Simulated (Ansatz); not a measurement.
**Ni3GeC (Pm-3m): frozen displacement of one atom, by script**

Wanted for Ni3GeC (Pm-3m): a frozen displacement of one atom.

Program: Ansatz 0.2.0, driven from Python. Level of theory: DFT PBEsol, plane waves, PAW. These are calculated values, not measurements.

## Step 1: Starting point

Symmetry: Pm-3m, No. 221, cubic system. The conventional cell has a = 3.809 Å, b = 3.809 Å, c = 3.809 Å, α = 90.00°, β = 90.00°, γ = 90.00°. Ni (site symmetry 4/mmm) is surrounded by 2 C at 1.90 Å. Around Ge (site symmetry m-3m) lie 12 Ni at 2.69 Å. C (site symmetry m-3m) has 6 Ni at 1.90 Å as nearest neighbours.

No structure file is read: the coordinates are typed or built in the script.

## Step 2: The code

File push.py:

```python
import ansatz as az
import numpy as np

lattice = az.Lattice.of(
    [3.808709, 0.0, 0.0],
    [0.0, 3.808709, 0.0],
    [0.0, 0.0, 3.808709],
)
sites = [
    ("Ni", [0.0, 0.5, 0.5]),
    ("Ni", [0.5, 0.5, 0.0]),
    ("Ni", [0.5, 0.0, 0.5]),
    ("Ge", [0.0, 0.0, 0.0]),
    ("C", [0.5, 0.5, 0.5]),
]
system = az.Crystal(lattice=lattice)
for symbol, position in sites:
    system = system.atom(symbol, position)
system = system.moments(Ni=1.0)

inverse = np.linalg.inv(np.array(system.lattice.vectors))
home = np.array(system.sites[3].position)
values = np.linspace(-0.1, 0.1, 5)
energies, pulls = [], []
for shift in values:
    moved = system.move(3, to=home + shift * inverse[0])
    job = (
        moved.calculation()
        .functional(az.Functional.PBESOL)
        .kpoints(length=20)
        .occupations("fermi_dirac", width=0.05)
        .spin("collinear")
        .forces()
    )
    report = job.run().report
    energies.append(report["free_energy_ev"])
    pulls.append(report["forces_ev_ang"][3][0])

print("shift (A)   dE (eV)   force along x (eV/A)")
for shift, e, f in zip(values, energies, pulls):
    print(f"{shift:8.3f} {e - energies[2]:10.5f} {f:12.4f}")
print(f"stiffness from energies {2 * np.polyfit(values, energies, 2)[0]:.3f}, from forces {-np.polyfit(values, pulls, 1)[0]:.3f} eV/A^2")
```

## Step 3: The run

Started as:

```
python push.py
```

**Question.** How stiff is this displacement, and do energies and forces agree?

As calculated:

| quantity | value |
| --- | --- |
| runs compared | 5 |
| range of energy | 2.30 meV/atom |
| lowest point, shift of atom 4 from run 1 (Å) | 0.100 |

In words: The curvature of the energy gives 2.307 eV/Å² and the slope of the force 2.323 eV/Å², a positive curvature. The SCF didn't keep the moments it started from (some shrank, vanished or turned); what is printed is the state reached. For a metal this k-point mesh is coarse: on a finer one energies can move by several to tens of meV an atom and pressures by half a GPa or more, differences at one mesh by less. In a metal a curvature from energy changes of a few meV or less hangs on mesh and smearing, in size and even in sign. This cell is a computed structure, which may not be the phase found in nature. All periodic images of the atom move with it, so the curvature is one diagonal element of the zone-centre force constants and no normal mode; a positive value doesn't exclude soft modes in which several atoms move. The starting moments were not kept in at least one run, so it stands on a weaker or other magnetic state than the one typed.
